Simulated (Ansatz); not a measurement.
# F3H3InN: energies of removing a hydrogen from a Python script

Aim: energies of removing a hydrogen, for F3H3InN, run from a script. SMILES: [NH3+][In-]([F])([F])[F].

Program: Ansatz 0.2.0, driven from Python. Level of theory: r2SCAN0/def2-TZVP. These are calculated values, not measurements.

## Step 1: Starting point

Bond lengths: N1–In2 2.088 Å, In2–F3 1.941 Å, In2–F4 1.938 Å, In2–F5 1.961 Å, N1–H6 1.017 Å, N1–H7 1.090 Å, N1–H8 0.994 Å. Angles: N1–In2–F3 107.6°, N1–In2–F4 112.6°, N1–In2–F5 110.7°, F3–In2–F4 107.7°, F3–In2–F5 109.8°, F4–In2–F5 108.4°, In2–N1–H6 111.8°, In2–N1–H7 107.0°, In2–N1–H8 110.2°, H6–N1–H7 105.0°, H6–N1–H8 114.0°, H7–N1–H8 108.4°.

No structure file is read: the coordinates are typed or built in the script.

## Step 2: Script

The input, f3h3inn.py:

```python
# -*- coding: utf-8 -*-
"""X-H bond energies and deprotonation of F3H3InN without relaxation."""

import logging
import sys

import ansatz as az
from ase import Atoms

logging.basicConfig(stream=sys.stdout, format="%(levelname)s %(message)s")
log = logging.getLogger("run")
log.setLevel(logging.INFO)


def energy_of(molecule, charge=0, unpaired=0):
    calc = molecule.calculation().basis(gaussian="def2-TZVP").functional("r2scan0")
    if charge:
        calc = calc.charge(charge)
    if unpaired:
        calc = calc.spin("collinear", total=unpaired)
    return calc.run(threads=1, pin="off").report["free_energy_ev"]

def without(molecule, index):
    rest = az.Crystal.molecule()
    for i, site in enumerate(molecule.cartesian_sites):
        if i != index:
            rest = rest.atom(site.symbol, site.position_ang)
    return rest


def main():
    atoms = Atoms(["N", "In", "F", "F", "F", "H", "H", "H"], positions=[
        [-0.7312, -0.4051, 0.8004],
        [0.6126, 0.2771, -0.6445],
        [2.1534, -0.9027, -0.6161],
        [-0.1306, 0.2309, -2.4335],
        [1.1743, 2.1152, -0.2552],
        [-0.3529, -0.3163, 1.74],
        [-1.5908, 0.2651, 0.7783],
        [-1.0428, -1.3213, 0.5747],
    ])
    molecule = az.Crystal.molecule_from_ase(atoms)

    whole = energy_of(molecule, 0)
    hydrogen = energy_of(az.Crystal.molecule().atom("H", (0, 0, 0)), 0, 1)
    log.info(f"E(molecule) = {whole:.5f} eV, E(H) = {hydrogen:.5f} eV")
    for index in [7]:
        radical = energy_of(without(molecule, index), 0, 1)
        log.info(f"H{index}: homolysis {(radical + hydrogen - whole):.3f} eV")
        anion = energy_of(without(molecule, index), -1)
        log.info(f"H{index}: loss of a proton {(anion - whole):.3f} eV")


if __name__ == "__main__":
    main()
```

## Step 3: What the engine is handed

The package turns the script's settings into the engine's input (first run):

```yaml
crystal:
  periodic: [false, false, false]
  atoms:
    - { symbol: "N", position_ang: [-0.7312, -0.4051, 0.8004] }
    - { symbol: In, position_ang: [0.6126, 0.2771, -0.6445] }
    - { symbol: F, position_ang: [2.1534, -0.9027, -0.6161] }
    - { symbol: F, position_ang: [-0.1306, 0.2309, -2.4335] }
    - { symbol: F, position_ang: [1.1743, 2.1152, -0.2552] }
    - { symbol: H, position_ang: [-0.3529, -0.3163, 1.74] }
    - { symbol: H, position_ang: [-1.5908, 0.2651, 0.7783] }
    - { symbol: H, position_ang: [-1.0428, -1.3213, 0.5747] }
basis:
  gaussian:
    orbitals: def2-TZVP
hamiltonian:
  xc: r2scan0
```

## Step 4: Running it

Run with:

```bash
$ python f3h3inn.py
```

Without the output at hand: what should come out? Wanted: weakest bond to hydrogen among those tried; easiest loss of a proton among those tried.

**Answer**, as computed:

| quantity | value |
| --- | --- |
| weakest bond to hydrogen among those tried (homolysis) | H7 (counted from 0), 5.408 eV |
| easiest loss of a proton among those tried | H7, 14.093 eV |
| runs compared | 4 |

**Reading.** Atoms are numbered as in the script, from 0. The fragments aren't relaxed and zero-point energy is left out, so these aren't bond dissociation enthalpies. Losing a bare proton in the gas phase costs far more than homolysis, as charges must be parted. All 4 runs converged, in 8 to 24 cycles. The geometry is a force-field or estimated start, not a minimum of this method, and the basis set is short of its limit. All parts are taken at fixed geometry, without zero-point energy. def2 sets replace the cores of elements past krypton by effective core potentials. The spin-orbit lowering of heavy atoms is left out. Anions want diffuse functions, which this basis lacks.
